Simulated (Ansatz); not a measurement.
**TiO2 (P4_2/mnm): equation of state with a fit, by script**

A script is to give an equation of state with a fit; the system is TiO2 (P4_2/mnm).

All numbers are computed with Ansatz 0.2.0, driven from Python. Level of theory: DFT PBE, plane waves, PAW.

### Step 1. Starting point

The structure is tetragonal, space group P4_2/mnm (No. 136). The conventional cell has a = 4.592 Å, b = 4.592 Å, c = 2.957 Å, α = 90.00°, β = 90.00°, γ = 90.00°. Ti (site symmetry mmm) is surrounded by 6 O at 1.95 to 1.98 Å. Around O (site symmetry m2m) lie 3 Ti at 1.95 to 1.98 Å.

The script holds or builds the structure itself.

### Step 2. The code

The input, eos_tio2.py:

```python
"""Equation of state of TiO2."""

import warnings

import ansatz as az
from ase.eos import EquationOfState
from ase.units import GPa
import numpy as np

vectors0 = np.array([
    [4.5922, 0.0, 0.0],
    [0.0, 4.5922, 0.0],
    [0.0, 0.0, 2.9574],
])
sites = [
    ("Ti", (0.0, 0.0, 0.0)),
    ("Ti", (0.5, 0.5, 0.5)),
    ("O", (0.30496, 0.30496, 0.0)),
    ("O", (0.19504, 0.80496, 0.5)),
    ("O", (0.69504, 0.69504, 0.0)),
    ("O", (0.80496, 0.19504, 0.5)),
]


def make_crystal(cell):
    crystal = az.Crystal(lattice=az.Lattice.of(cell))
    for symbol, position in sites:
        crystal = crystal.atom(symbol, position)
    return crystal


def main() -> None:
    warnings.simplefilter("ignore", az.DeckWarning)

    # uniform scaling of the cell
    volumes, energies, pressures = [], [], []
    for scale in np.linspace(0.94, 1.06, 7):
        cell = vectors0 * scale ** (1 / 3)
        base = (
            make_crystal(cell).calculation()
            .functional(az.Functional.PBE)
            .pseudopotentials("paw")
            .occupations(az.OccupationsMethod.FIXED)
            .basis(500)
            .kpoints(4, 4, 6)
            .stress()
        )
        r = base.run().report
        volumes.append(abs(np.linalg.det(cell)) / len(sites))
        energies.append(r["free_energy_ev"] / len(sites))
        pressures.append(np.trace(r["stress_gpa"]) / 3)
        print(f"V = {volumes[-1]:8.4f} A^3/atom  F = {energies[-1]:.5f} eV/atom  P = {pressures[-1]:8.3f} GPa")

    eos = EquationOfState(volumes, energies, eos="birchmurnaghan")
    v0, e0, bulk = eos.fit()
    print(f"V0 = {v0:.4f} A^3/atom, E0 = {e0:.5f} eV/atom, B = {bulk / GPa:.1f} GPa")
    eos.plot("eos.png")


if __name__ == "__main__":
    main()
```

### Step 3. Running it

Started as:

```console
> python eos_tio2.py
```

Log:

```text
V =   9.7708 A^3/atom  F = -1212.82983 eV/atom  P =   23.044 GPa
V =   9.9786 A^3/atom  F = -1212.85543 eV/atom  P =   16.540 GPa
V =  10.1865 A^3/atom  F = -1212.87302 eV/atom  P =   10.678 GPa
V =  10.3944 A^3/atom  F = -1212.88339 eV/atom  P =    5.394 GPa
V =  10.6023 A^3/atom  F = -1212.88724 eV/atom  P =    0.630 GPa
V =  10.8102 A^3/atom  F = -1212.88523 eV/atom  P =   -3.663 GPa
V =  11.0181 A^3/atom  F = -1212.87792 eV/atom  P =   -7.533 GPa
V0 = 10.6316 A^3/atom, E0 = -1212.88730 eV/atom, B = 227.9 GPa
```

Wall time 24 s (1 thread of Arm Neoverse V1, shared host); peak memory 0.41 GiB.

### Step 4. The runs side by side

From the records of these 7 runs:

```
run  volume (Å³/atom)  energy from run 5 (meV/atom)  pressure (GPa)  gap on the mesh (eV)  SCF cycles  CPU time (s)
  1             9.771                         57.42           23.04                  2.05           6           3.2
  2             9.979                         31.82           16.54                  2.00           6             3
  3            10.187                         14.22           10.68                  1.95           6           2.9
  4            10.394                          3.85            5.39                  1.90           6           3.2
  5            10.602                          0.00            0.63                  1.85           6             3
  6            10.810                          2.02           -3.66                  1.80           6           3.1
  7            11.018                          9.33           -7.53                  1.75           6           3.1
```

### Step 5. Results

| quantity | value |
| --- | --- |
| runs compared | 7 |
| range of energy | 57.42 meV/atom |
| lowest point, volume (Å³/atom) | 10.602 |
| equilibrium volume (fit) | 10.63 Å³/atom |
| bulk modulus (fit) | 228 GPa |

A third-order Birch-Murnaghan fit through the 7 points has its minimum at 10.63 Å³ an atom, 2.3 % above the typed cell, with a bulk modulus of 228 GPa and dB/dP = 4.3. From that minimum the energy rises by 57.5 meV an atom on the compressed side and 9.4 meV on the expanded side. Reading the output:
- No spin polarisation was allowed.
- Shape and fractional positions are held along the curve, so the bulk modulus is an upper value where they are free to relax.
- Pressure is positive in compression.
- At these settings the cell as given stands under about 5 GPa, so it isn't at this functional's equilibrium volume.
